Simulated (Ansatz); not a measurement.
Working through a formation energy from the elements of SbPb and its elements

Program: Ansatz 0.2.0, Python API.

Typed at the interpreter:
```pycon
>>> from collections import Counter
>>> import warnings
>>> import ansatz as az
>>> import numpy as np
>>> from tabulate import tabulate
>>> FUNCTIONAL = "PBEsol"
>>> CUTOFF_EV = 320
>>> SCF_TOL = 1e-07
>>> MAX_ITERATIONS = 200
>>> K_SPACING = 0.3
>>> SMEARING = "gaussian"
>>> SMEARING_WIDTH = 0.1
>>> PHASES = {
...     "SbPb": (
...         [(2.075821, -2.680329, 0.0), (2.075821, 2.680329, 0.0), (0.0, 0.0, 5.453475)],
...         [
...             ("Sb", (0.5, 0.5, 0.5)),
...             ("Pb", (0.0, 0.0, 0.0)),
...         ],
...     ),
...     "Sb": (
...         [(2.1542, 1.243728, 3.758), (-2.1542, 1.243728, 3.758), (0.0, -2.487456, 3.758)],
...         [
...             ("Sb", (0.23349, 0.23349, 0.23349)),
...             ("Sb", (0.76651, 0.76651, 0.76651)),
...         ],
...     ),
...     "Pb": (
...         [(0.0, 2.47502, 2.47502), (2.47502, 0.0, 2.47502), (2.47502, 2.47502, 0.0)],
...         [
...             ("Pb", (0.0, 0.0, 0.0)),
...         ],
...     ),
... }
>>> def build(vectors, sites):
...     crystal = az.Crystal(lattice=az.Lattice.of(vectors))
...     for symbol, position in sites:
...         crystal = crystal.atom(symbol, position)
...     return crystal
...
>>> def solve(name, crystal):
...     calc = (
...         crystal.calculation()
...         .functional(FUNCTIONAL)
...         .basis(CUTOFF_EV)
...         .mixing("anderson", preconditioner="kerker")
...         .scf(tolerance=SCF_TOL, max_iterations=MAX_ITERATIONS, lower_state_search="light")
...         .kpoints(spacing=K_SPACING)
...         .occupations(SMEARING, width=SMEARING_WIDTH)
...         .stress()
...     )
...     calc = calc.relax(force_tolerance=0.01, cell=True)
...     return calc.run(threads=1)
...
>>> def counts(outcome):
...     return Counter(site.symbol for site in outcome.lattice.sites)
...
>>> def formation_energy(outcome, mu):
...     n = counts(outcome)
...     return (outcome.report["energy_sigma0_ev"] - sum(k * mu[element] for element, k in n.items())) / sum(n.values())
...
>>> def volume_per_atom(outcome):
...     return abs(np.linalg.det(outcome.lattice.cell_ang)) / len(outcome.lattice.sites)
...
>>> warnings.simplefilter("ignore", az.DeckWarning)
>>> phases = {name: build(*cell) for name, cell in PHASES.items()}
>>> done = {name: solve(name, crystal) for name, crystal in phases.items()}

>>> # chemical potentials of the elements at zero temperature
>>> references = {"Sb": "Sb", "Pb": "Pb"}
>>> mu = {element: done[name].report["energy_sigma0_ev"] / len(done[name].lattice.sites) for element, name in references.items()}
>>> target = done["SbPb"]
>>> heat = formation_energy(target, mu)
>>> rows = [(name, len(o.lattice.sites), volume_per_atom(o), formation_energy(o, mu)) for name, o in done.items()]
>>> print(tabulate(rows, headers=["phase", "atoms", "V (A^3/atom)", "E_form (eV/atom)"], floatfmt=".4f", tablefmt="github"))
| phase   |   atoms |   V (A^3/atom) |   E_form (eV/atom) |
|---------|---------|----------------|--------------------|
| SbPb    |       2 |        28.4198 |             0.1290 |
| Sb      |       2 |        30.2137 |             0.0000 |
| Pb      |       1 |        30.1927 |             0.0000 |
```

What to keep in mind:
- The settings weren't tested for convergence.
- The cutoff lies under the one recommended for these potentials.
- The program warned that this SCF threshold is loose for forces or stresses.
- Spin-orbit coupling, which matters for elements this heavy, is left out.
- The cells come from databases of deposited and of computed structures, and not all need be stable phases.
- The compound is the structure given, not necessarily its lowest; energies are at zero temperature, with no correction for gases. A semilocal functional's error on such energies is often 0.05 to 0.1 eV an atom, and 0.1 to 0.3 eV against gases such as O2 or F2.
- The script silences the warnings on its input, which a real study should read.
- Timing: 18 s on 1 thread of AMD EPYC 9R14 (Zen 4), on a shared host, peak memory 0.44 GiB.

(Lines on the test bed's own set-up are left out of the output.)
